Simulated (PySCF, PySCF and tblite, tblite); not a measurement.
# Si2P4H8: a scan of pyramidal angle, part 2 of 2

PySCF and tblite. Atoms count from 0.

## 10. Shieldings, coordinate held at 52.8: PBE0/pcSseg-1

The job: settings as JSON, then the geometry in Å.

```
{"job": {"kind": "nmr", "xc": "PBE0", "basis": "pcSseg-1", "every": 1, "pop": false}, "charge": 0, "multiplicity": 1}
Si     2.591082     0.973300     0.289636
P      0.735281     0.219302    -0.748479
P      1.130809    -1.935907    -0.579439
P     -0.692023    -2.145432     0.680143
P     -0.549299     0.038978     1.031573
Si    -2.458753     0.829460     0.132840
H      3.624430     0.935910    -0.747885
H      2.947290     0.123628     1.430598
H      2.255930     2.331875     0.722956
H      0.524970    -2.271346    -1.795121
H     -1.596497    -2.075331    -0.389893
H     -2.270981     2.278136     0.071636
H     -2.696723     0.278031    -1.209934
H     -3.516131     0.411888     1.054745
```

What it wrote:

```text
coarse grid: 14704 points
cycle   1  E = -1948.3272330567  dE =  3.672e-01  |g| = 1.894e-01  |ddm| = 3.715e+00
cycle   2  E = -1948.3326663790  dE = -5.433e-03  |g| = 9.912e-02  |ddm| = 4.082e-01
cycle   3  E = -1948.3348494708  dE = -2.183e-03  |g| = 3.388e-02  |ddm| = 2.002e-01
cycle   4  E = -1948.3351942459  dE = -3.448e-04  |g| = 1.151e-02  |ddm| = 7.608e-02
cycle   5  E = -1948.3352375382  dE = -4.329e-05  |g| = 3.005e-03  |ddm| = 2.425e-02
cycle   6  E = -1948.3352403618  dE = -2.824e-06  |g| = 9.617e-04  |ddm| = 6.051e-03
final grid: 114536 points
cycle   7  E = -1948.3689820721  dE = -1.980e-05  |g| = 3.344e-03  |ddm| = 3.612e-02
cycle   8  E = -1948.3689809422  dE =  1.130e-06  |g| = 3.715e-03  |ddm| = 1.127e-02
cycle   9  E = -1948.3689850701  dE = -4.128e-06  |g| = 4.899e-04  |ddm| = 6.327e-03
cycle  10  E = -1948.3689851381  dE = -6.792e-08  |g| = 1.310e-04  |ddm| = 9.714e-04
cycle  11  E = -1948.3689851435  dE = -5.398e-09  |g| = 4.863e-05  |ddm| = 3.071e-04
cycle  12  E = -1948.3689851443  dE = -8.322e-10  |g| = 6.389e-06  |ddm| = 8.566e-05
converged SCF energy = -1948.3689851443

GIAO shielding tensors (ppm)
atom      isotropic    diamagn.    paramagn.     s11        s22        s33       span
  0 Si     409.939     880.037    -470.099    360.431    410.830    458.556     98.125
  1 P      517.305     967.927    -450.622    346.028    496.328    709.558    363.529
  2 P      525.059     966.794    -441.735    475.660    495.369    604.149    128.489
  3 P      467.623     966.370    -498.746    346.924    477.241    578.706    231.782
  4 P      547.486     968.268    -420.782    455.106    489.373    697.980    242.873
  5 Si     402.102     880.238    -478.136    322.444    421.552    462.311    139.867
  6 H       27.472      29.206      -1.735     23.265     25.302     33.848     10.583
  7 H       27.080      28.955      -1.875     24.019     26.359     30.863      6.844
  8 H       27.567      29.300      -1.733     23.758     25.692     33.252      9.495
  9 H       26.560      30.595      -4.035     23.763     24.227     31.690      7.927
 10 H       26.020      31.267      -5.247     24.560     25.877     27.621      3.062
 11 H       27.523      29.285      -1.761     23.216     25.895     33.459     10.243
 12 H       27.054      29.396      -2.342     24.146     26.242     30.773      6.628
 13 H       27.309      29.173      -1.864     23.377     25.054     33.495     10.118
```

It took 15 s on 1 thread of AMD EPYC 9R45, shared host; peak memory 0.79 GiB.

This run: HOMO -6.41 eV, LUMO -1.59 eV; dipole 1.52 D.

## 11. Shieldings, coordinate held at 23.1: PBE0/pcSseg-1

The job: settings as JSON, then the geometry in Å.

```
{"job": {"kind": "nmr", "xc": "PBE0", "basis": "pcSseg-1", "every": 1, "pop": false}, "charge": 0, "multiplicity": 1}
Si     2.664813     0.788233     0.400951
P      0.719936     0.597471    -0.744032
P      0.836943    -1.590431    -1.164471
P     -0.158923    -1.721391     0.734006
P     -0.627158     0.363875     1.022011
Si    -2.542937     0.753936    -0.126703
H      3.698483     0.627121    -0.628114
H      2.798056    -0.218337     1.457944
H      2.628269     2.146766     0.953763
H     -0.220620    -1.493770    -2.095927
H     -0.997834    -2.758735     1.117093
H     -2.630530     2.209503    -0.237461
H     -2.529463     0.133070    -1.461253
H     -3.610986     0.161038     0.685230
```

What it wrote:

```text
coarse grid: 14704 points
cycle   1  E = -1948.3061614621  dE =  4.255e-01  |g| = 2.002e-01  |ddm| = 3.888e+00
cycle   2  E = -1948.3118800209  dE = -5.719e-03  |g| = 1.133e-01  |ddm| = 5.633e-01
cycle   3  E = -1948.3148891717  dE = -3.009e-03  |g| = 4.162e-02  |ddm| = 2.969e-01
cycle   4  E = -1948.3154499840  dE = -5.608e-04  |g| = 1.244e-02  |ddm| = 9.906e-02
cycle   5  E = -1948.3154988945  dE = -4.891e-05  |g| = 3.988e-03  |ddm| = 2.714e-02
cycle   6  E = -1948.3155039271  dE = -5.033e-06  |g| = 1.186e-03  |ddm| = 8.236e-03
final grid: 114536 points
cycle   7  E = -1948.3490693824  dE = -1.997e-05  |g| = 3.130e-03  |ddm| = 3.260e-02
cycle   8  E = -1948.3490685354  dE =  8.470e-07  |g| = 3.383e-03  |ddm| = 1.037e-02
cycle   9  E = -1948.3490720326  dE = -3.497e-06  |g| = 5.499e-04  |ddm| = 6.042e-03
cycle  10  E = -1948.3490721251  dE = -9.250e-08  |g| = 1.581e-04  |ddm| = 1.144e-03
cycle  11  E = -1948.3490721330  dE = -7.850e-09  |g| = 4.958e-05  |ddm| = 3.376e-04
cycle  12  E = -1948.3490721338  dE = -8.076e-10  |g| = 6.904e-06  |ddm| = 9.252e-05
converged SCF energy = -1948.3490721338

GIAO shielding tensors (ppm)
atom      isotropic    diamagn.    paramagn.     s11        s22        s33       span
  0 Si     420.786     879.572    -458.786    399.241    407.518    455.599     56.358
  1 P      509.295     967.711    -458.416    414.448    484.191    629.246    214.798
  2 P      376.097     966.286    -590.189     89.157    463.411    575.723    486.565
  3 P      540.339     969.470    -429.131    397.655    494.502    728.860    331.205
  4 P      377.667     967.255    -589.588     57.593    433.551    641.856    584.262
  5 Si     431.918     880.179    -448.261    410.228    425.917    459.609     49.381
  6 H       27.235      28.744      -1.510     23.510     24.752     33.442      9.932
  7 H       26.151      28.255      -2.104     21.908     26.017     30.527      8.619
  8 H       27.369      28.891      -1.522     23.531     25.198     33.377      9.847
  9 H       24.522      30.323      -5.801     22.819     23.045     27.703      4.884
 10 H       27.776      30.737      -2.961     22.312     25.833     35.184     12.872
 11 H       27.323      29.316      -1.993     23.668     24.998     33.304      9.636
 12 H       26.464      29.452      -2.988     22.977     25.934     30.482      7.506
 13 H       27.432      29.435      -2.003     23.910     25.036     33.350      9.440
```

Wall time 15 s (1 thread of AMD EPYC 9R45, shared host); peak memory 0.79 GiB.

Key values: HOMO -6.05 eV, LUMO -1.84 eV; dipole 1.23 D.

## 12. Shieldings, coordinate held at -24.1: PBE0/pcSseg-1

The job: settings as JSON, then the geometry in Å.

```
{"job": {"kind": "nmr", "xc": "PBE0", "basis": "pcSseg-1", "every": 1, "pop": false}, "charge": 0, "multiplicity": 1}
Si     2.631043     0.836885     0.380453
P      0.750661     0.488879    -0.831398
P      1.012327    -1.702611    -1.061238
P     -0.620312    -1.785240     0.343517
P     -0.603630     0.294575     0.927201
Si    -2.567817     0.851209    -0.053164
H      3.727141     0.659362    -0.576930
H      2.766300    -0.109197     1.495592
H      2.505725     2.208265     0.882382
H      0.130607    -1.832486    -2.147616
H     -0.872219    -2.815885     1.236025
H     -2.596767     2.315784    -0.003519
H     -2.632967     0.359053    -1.433701
H     -3.601985     0.232639     0.779620
```

What it wrote:

```text
coarse grid: 14704 points
cycle   1  E = -1948.3014296804  dE =  4.438e-01  |g| = 1.961e-01  |ddm| = 3.830e+00
cycle   2  E = -1948.3075689518  dE = -6.139e-03  |g| = 1.016e-01  |ddm| = 4.875e-01
cycle   3  E = -1948.3095996319  dE = -2.031e-03  |g| = 3.962e-02  |ddm| = 2.432e-01
cycle   4  E = -1948.3100844201  dE = -4.848e-04  |g| = 1.058e-02  |ddm| = 8.490e-02
cycle   5  E = -1948.3101200774  dE = -3.566e-05  |g| = 3.615e-03  |ddm| = 2.576e-02
cycle   6  E = -1948.3101243052  dE = -4.228e-06  |g| = 1.153e-03  |ddm| = 8.211e-03
final grid: 114536 points
cycle   7  E = -1948.3442138114  dE = -1.833e-05  |g| = 3.335e-03  |ddm| = 3.274e-02
cycle   8  E = -1948.3442124969  dE =  1.315e-06  |g| = 3.773e-03  |ddm| = 1.152e-02
cycle   9  E = -1948.3442168105  dE = -4.314e-06  |g| = 5.021e-04  |ddm| = 6.808e-03
cycle  10  E = -1948.3442168827  dE = -7.219e-08  |g| = 1.420e-04  |ddm| = 1.108e-03
cycle  11  E = -1948.3442168890  dE = -6.258e-09  |g| = 5.193e-05  |ddm| = 3.471e-04
cycle  12  E = -1948.3442168899  dE = -9.341e-10  |g| = 5.120e-06  |ddm| = 9.631e-05
converged SCF energy = -1948.3442168899

GIAO shielding tensors (ppm)
atom      isotropic    diamagn.    paramagn.     s11        s22        s33       span
  0 Si     414.370     879.490    -465.120    377.343    404.223    461.543     84.199
  1 P      524.154     967.203    -443.049    436.452    488.465    647.545    211.093
  2 P      413.447     965.921    -552.474    290.831    377.356    572.154    281.323
  3 P      583.055     969.981    -386.926    404.572    519.641    824.952    420.380
  4 P      415.838     967.072    -551.234    284.764    296.166    666.583    381.819
  5 Si     412.119     879.974    -467.855    360.577    417.481    458.298     97.721
  6 H       27.376      28.807      -1.431     23.431     24.991     33.707     10.276
  7 H       27.143      28.602      -1.459     23.982     26.285     31.161      7.180
  8 H       27.442      28.973      -1.531     23.582     25.319     33.424      9.842
  9 H       24.531      29.866      -5.335     20.348     23.269     29.974      9.626
 10 H       28.321      30.997      -2.676     22.366     27.551     35.045     12.678
 11 H       27.285      29.281      -1.995     23.100     25.087     33.669     10.569
 12 H       27.026      29.151      -2.126     23.955     26.476     30.646      6.691
 13 H       27.580      29.497      -1.917     23.979     25.538     33.224      9.245
```

Run time: 15 s. Hardware: 1 thread of AMD EPYC 9R45, shared host; peak memory 0.78 GiB.

Key values: HOMO -5.70 eV, LUMO -1.85 eV; dipole 0.27 D.

## 13. Shieldings, coordinate held at -52.8: PBE0/pcSseg-1

The job: settings as JSON, then the geometry in Å.

```
{"job": {"kind": "nmr", "xc": "PBE0", "basis": "pcSseg-1", "every": 1, "pop": false}, "charge": 0, "multiplicity": 1}
Si     2.567550     0.805455     0.412106
P      0.690519     0.440237    -0.789640
P      0.899268    -1.736435    -0.995064
P     -0.891373    -1.986791     0.234345
P     -0.686480     0.097940     0.895764
Si    -2.563345     0.899136    -0.071754
H      3.661026     0.604690    -0.542336
H      2.677163    -0.129548     1.539241
H      2.453144     2.186998     0.885664
H      0.207937    -1.808580    -2.211681
H     -0.201666    -2.529931     1.326327
H     -2.455206     2.355763     0.036719
H     -2.666844     0.480820    -1.475404
H     -3.657924     0.336370     0.722636
```

What it wrote:

```text
coarse grid: 14704 points
cycle   1  E = -1948.3357752369  dE =  3.976e-01  |g| = 1.805e-01  |ddm| = 3.725e+00
cycle   2  E = -1948.3408748487  dE = -5.100e-03  |g| = 8.510e-02  |ddm| = 3.576e-01
cycle   3  E = -1948.3421431730  dE = -1.268e-03  |g| = 3.101e-02  |ddm| = 1.439e-01
cycle   4  E = -1948.3424178064  dE = -2.746e-04  |g| = 1.078e-02  |ddm| = 6.393e-02
cycle   5  E = -1948.3424552361  dE = -3.743e-05  |g| = 2.724e-03  |ddm| = 2.176e-02
cycle   6  E = -1948.3424575992  dE = -2.363e-06  |g| = 9.191e-04  |ddm| = 5.874e-03
final grid: 114536 points
cycle   7  E = -1948.3763222090  dE = -1.768e-05  |g| = 3.666e-03  |ddm| = 3.513e-02
cycle   8  E = -1948.3763203304  dE =  1.879e-06  |g| = 4.312e-03  |ddm| = 1.264e-02
cycle   9  E = -1948.3763260151  dE = -5.685e-06  |g| = 4.649e-04  |ddm| = 7.178e-03
cycle  10  E = -1948.3763260718  dE = -5.668e-08  |g| = 1.436e-04  |ddm| = 9.347e-04
cycle  11  E = -1948.3763260783  dE = -6.520e-09  |g| = 5.036e-05  |ddm| = 3.213e-04
cycle  12  E = -1948.3763260792  dE = -8.790e-10  |g| = 3.496e-06  |ddm| = 8.163e-05
converged SCF energy = -1948.3763260792

GIAO shielding tensors (ppm)
atom      isotropic    diamagn.    paramagn.     s11        s22        s33       span
  0 Si     413.531     879.931    -466.400    372.795    409.306    458.492     85.697
  1 P      539.977     967.882    -427.904    450.134    477.302    692.496    242.362
  2 P      525.417     966.923    -441.505    468.688    510.682    596.882    128.195
  3 P      524.594     966.920    -442.326    467.525    509.737    596.521    128.996
  4 P      540.651     967.873    -427.222    451.185    477.910    692.857    241.672
  5 Si     413.479     879.932    -466.453    372.617    409.390    458.429     85.811
  6 H       27.446      29.144      -1.698     23.585     25.176     33.578      9.993
  7 H       26.926      28.989      -2.063     23.895     26.118     30.765      6.870
  8 H       27.515      29.231      -1.716     23.607     25.507     33.432      9.825
  9 H       26.610      30.456      -3.846     23.378     24.706     31.747      8.368
 10 H       26.612      30.460      -3.847     23.362     24.718     31.757      8.395
 11 H       27.518      29.236      -1.718     23.605     25.507     33.442      9.837
 12 H       26.928      28.992      -2.064     23.899     26.124     30.762      6.863
 13 H       27.450      29.151      -1.701     23.595     25.176     33.579      9.984
```

It took 15 s on 1 thread of AMD EPYC 9R45, shared host; peak memory 1 GiB.

Key values: HOMO -6.59 eV, LUMO -1.55 eV; dipole 0.14 D.

## 14. The scan in numbers

The job: settings as JSON, then the geometry in Å.

```
{"job": {"smiles": "[SiH3][P@]1[P@@H][P@H][P@]1[SiH3]", "charge": 0, "mult": 1, "motion": "pyramidal angle", "what": "phosphorus", "atoms": [3], "drives": [{"terms": [["t", [10, 2, 4, 3], 0.3333333333333333], ["t", [2, 4, 10, 3], 0.3333333333333333], ["t", [4, 10, 2, 3], 0.3333333333333333]], "values": [-1.3, -1, -0.7, -0.35, 0, 0.35, 0.7, 1, 1.3], "scaled": true}], "study": "scan", "seed": 422, "jobs": [{"kind": "nmr", "xc": "PBE0", "basis": "pcSseg-1", "every": 1}], "xc": "PBE0", "basis": "pcSseg-1", "kind": "scan"}, "charge": 0, "multiplicity": 1}
Si     2.562732     0.805912     0.413780
P      0.688512     0.437794    -0.790471
P      0.897454    -1.738970    -0.995044
P     -0.893491    -1.989889     0.233161
P     -0.688169     0.094155     0.894976
Si    -2.564652     0.897662    -0.070156
H      3.659365     0.607052    -0.537045
H      2.671583    -0.128739     1.541002
H      2.443462     2.187540     0.885322
H      0.207733    -1.812374    -2.212427
H     -0.203747    -2.532350     1.325413
H     -2.450092     2.354135     0.034496
H     -2.671767     0.477308    -1.473018
H     -3.659601     0.340290     0.727846
```

What it wrote:

```text
coordinate    xTB      DFT (kcal/mol)
    60.60   12.853    9.562
    52.80    7.894    4.603
    41.00   12.382    6.021
    23.10   27.095   16.878
    -0.10   38.023   29.248
   -24.10   24.237   20.187
   -42.10    5.773    4.346
   -52.80    0.000    0.000
   -60.50    5.052    6.130
```

It took 2.5 min on 1 thread of AMD EPYC 9R45, shared host; peak memory 1 GiB. This counts the whole study up to here.

Shieldings (ppm) of atoms that vary much, hydrogens weighed ten times:

| coordinate (°) | DFT energy (kcal/mol) | P4 | P2 | P3 | P1 | H10 |
| --- | --- | --- | --- | --- | --- | --- |
| 60.6 | 9.56 | 483.4 | 449.4 | 548.5 | 533.1 | 25.24 |
| 52.8 | 4.60 | 547.5 | 525.1 | 467.6 | 517.3 | 26.02 |
| 41.0 | 6.02 | 475.0 | 462.4 | 470.9 | 507.6 | 27.04 |
| 23.1 | 16.88 | 377.7 | 376.1 | 540.3 | 509.3 | 27.78 |
| -0.1 | 29.25 | 329.4 | 327.2 | 654.4 | 529.0 | 28.87 |
| -24.1 | 20.19 | 415.8 | 413.4 | 583.1 | 524.2 | 28.32 |
| -42.1 | 4.35 | 530.4 | 513.9 | 500.6 | 519.3 | 27.37 |
| -52.8 | 0.00 | 540.7 | 525.4 | 524.6 | 540.0 | 26.61 |
| -60.5 | 6.13 | 509.8 | 501.1 | 594.8 | 562.0 | 25.05 |

## 15. Outcome

The summary covers parts 1 to 2.

```
                   quantity                          value
energy range along the scan  DFT 29.25, xTB 38.02 kcal/mol
             range of σ(P4)             329.4 to 547.5 ppm
```

What this shows: The DFT energy changes by 29.25 kcal/mol over the points computed, against kT of 0.59 kcal/mol at 298 K.
